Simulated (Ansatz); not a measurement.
# C₂H₄OSi: a ladder of functionals and wavefunction methods

The task here is to estimate one member of a computed series from the others.

Computed with Ansatz 0.2.0, Gaussian basis. Level: functionals in def2-TZVPP, the program's frozen cores in correlated methods.

Plan: LDA (SPW92), PBE-D4, revPBE-D4, BLYP-D4, r2SCAN-D4, B97M-V, PBE0-D4, B3LYP-D4, r2SCANh-D4, r2SCAN0-D4, HSE06-D4, BHLYP-D4, CAM-B3LYP-D4, LC-ωPBE, ωB97X-V, ωB97M-V, B2PLYP, PBE-QIDH; CCSD(T)/def2-SVP; CCSD(T)/def2-TZVPP; MP2/def2-QZVPP; extrapolation to the limit; RPA on PBE.

## Structure used throughout

An earlier PBE0-D4 in a triple-zeta def2 set relaxation fixed the geometry.

SMILES `O[SiH]1C=C1`, 8 atoms, charge 0, spin multiplicity 1.

Atoms are counted from 1 here; the program's logs count them from 0.

Bond lengths: O1–Si2 1.640 Å, O1–H5 0.959 Å, Si2–C3 1.791 Å, Si2–C4 1.791 Å, Si2–H6 1.472 Å, C3–C4 1.347 Å, C3–H7 1.085 Å, C4–H8 1.085 Å. Angles: Si2–O1–H5 117.0°, O1–Si2–C3 125.2°, O1–Si2–C4 125.2°, O1–Si2–H6 104.2°, C3–Si2–C4 44.2°, C3–Si2–H6 124.2°, C4–Si2–H6 124.2°, Si2–C3–C4 67.9°, Si2–C3–H7 158.8°, C4–C3–H7 133.3°, Si2–C4–C3 67.9°, Si2–C4–H8 158.8°, C3–C4–H8 133.3°.

Set-up of the first run:

The input, in.yaml:

```yaml
crystal:
  periodic: [false, false, false]
  atoms:
    - {symbol: O, position_ang: [-0.426027, 1.663313, -1.009403]}
    - {symbol: Si, position_ang: [0.263458, 0.703853, 0.127516]}
    - {symbol: C, position_ang: [0.614863, -1.040848, -0.069685]}
    - {symbol: C, position_ang: [-0.433192, -0.824272, 0.748693]}
    - {symbol: H, position_ang: [-1.008007, 1.238317, -1.642186]}
    - {symbol: H, position_ang: [1.082000, 1.626730, 0.931548]}
    - {symbol: H, position_ang: [1.101958, -1.939953, -0.431929]}
    - {symbol: H, position_ang: [-1.102852, -1.484340, 1.289746]}
basis:
  gaussian: {orbitals: def2-TZVPP}
hamiltonian: {xc: lda}
output: {orbitals: {seedname: orbitals}}
```

On the command line:

```bash
$ ansatz run in.yaml --threads 2 --pin off --events-out ev --progress --plain --max-ram 4352MiB
```

Steps of the session up to this table: LDA; PBE-D4 (GGA); revPBE-D4 (GGA); BLYP-D4 (GGA); r2SCAN-D4 (meta-GGA); B97M-V (meta-GGA); PBE0-D4 (hybrid); B3LYP-D4 (hybrid); r2SCANh-D4 (hybrid); r2SCAN0-D4 (hybrid); HSE06-D4 (hybrid); BHLYP-D4 (hybrid); CAM-B3LYP-D4 (range-separated); LC-ωPBE (range-separated); ωB97X-V (range-separated); ωB97M-V (range-separated); B2PLYP (double hybrid); PBE-QIDH (double hybrid).

One of the session's tables, all rows but one given; the rest of the session is left out.

| functional | HOMO (eV) | gap (eV) |
| --- | --- | --- |
| LDA (SPW92) | -6.11 | 4.46 |
| PBE-D4 | -6.01 | 4.61 |
| revPBE-D4 | -5.96 | 4.66 |
| BLYP-D4 | -5.90 | 4.66 |
| r2SCAN-D4 | -6.26 | 5.11 |
| B97M-V | ? | ? |
| PBE0-D4 | -7.28 | 6.95 |
| B3LYP-D4 | -7.07 | 6.52 |
| r2SCANh-D4 | -6.73 | 5.97 |
| r2SCAN0-D4 | -7.43 | 7.25 |
| HSE06-D4 | -6.87 | 6.16 |
| BHLYP-D4 | -8.47 | 9.29 |
| CAM-B3LYP-D4 | -8.64 | 9.49 |
| LC-ωPBE | -9.96 | 12.00 |
| ωB97X-V | -9.62 | 11.58 |
| ωB97M-V | -9.47 | 11.29 |

Estimate the missing values for B97M-V.

The run gave: HOMO (eV): -6.34; gap (eV): 5.28. In the column «HOMO (eV)» it lies between r2SCANh-D4 (-6.73) and r2SCAN-D4 (-6.26).
